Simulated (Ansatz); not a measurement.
What does this script print? It uses Ansatz 0.2.0 through its Python package.

`field_ch5clsesi.py`
```python
'''Response of CH5ClSeSi to a pair of distant point charges.'''

import ansatz as az
import numpy as np

mol = (
    az.Crystal.molecule()
    .atom('C', (0.0708, 1.1836, -0.9278))
    .atom('Se', (1.5037, 0.1911, -0.2232))
    .atom('Si', (0.0721, -1.138, 0.9785))
    .atom('Cl', (-0.9795, -2.299, -0.3052))
    .atom('H', (0.4226, 2.0163, -1.6204))
    .atom('H', (-0.5466, 1.7153, -0.1126))
    .atom('H', (-0.6226, 0.5722, -1.5242))
    .atom('H', (0.9395, -2.0022, 1.8542))
    .atom('H', (-0.7715, -0.2857, 1.8635))
)

calculation = (
    mol.calculation()
    .basis(gaussian='def2-SVPD')
    .functional('cam_b3lyp')
    .forces()
)
# charges +q and -q at -R and +R make a nearly even field 2 k q / R^2 at the centre
centre = np.mean([site.position_ang for site in mol.cartesian_sites], axis=0)
field = 2 * 14.399645 * 4.0 / 25.0 ** 2


def dipole(axis, sign):
    arm = 25.0 * np.eye(3)[axis]
    pair = [{'charge': sign * 4.0, 'position_ang': (centre - arm).tolist()}, {'charge': -sign * 4.0, 'position_ang': (centre + arm).tolist()}]
    deck = calculation.input().set(az.key.basis.gaussian.point_charges, pair)
    return np.array(az.Session.from_dict(deck).plan().execute().report['charge_distribution']['dipole_moment_e_ang'])


print(f'field {field:.4f} V/A')
alpha = np.array([(dipole(axis, 1) - dipole(axis, -1)) / (2 * field) * 14.399645 for axis in range(3)])
print('polarisability tensor (A^3)')
print(np.array2string(alpha, precision=3, suppress_small=True))
print(f'mean {np.trace(alpha) / 3:.3f} A^3 = {np.trace(alpha) / 3 / 0.14818471:.2f} bohr^3')
```

```console
$ python field_ch5clsesi.py
field 0.1843 V/A
polarisability tensor (A^3)
[[11.86   1.118 -0.016]
 [ 1.128 12.869 -1.023]
 [-0.014 -1.03  11.511]]
mean 12.080 A^3 = 81.52 bohr^3
```

The geometry is a force-field or estimated start, not a minimum of this method, and the basis set is short of its limit. The field of two point charges is only nearly even. Timing: 79 s on 1 thread of Arm Neoverse V1, on a shared host, peak memory 0.59 GiB.

(Lines on the test bed's own set-up are left out of the output.)
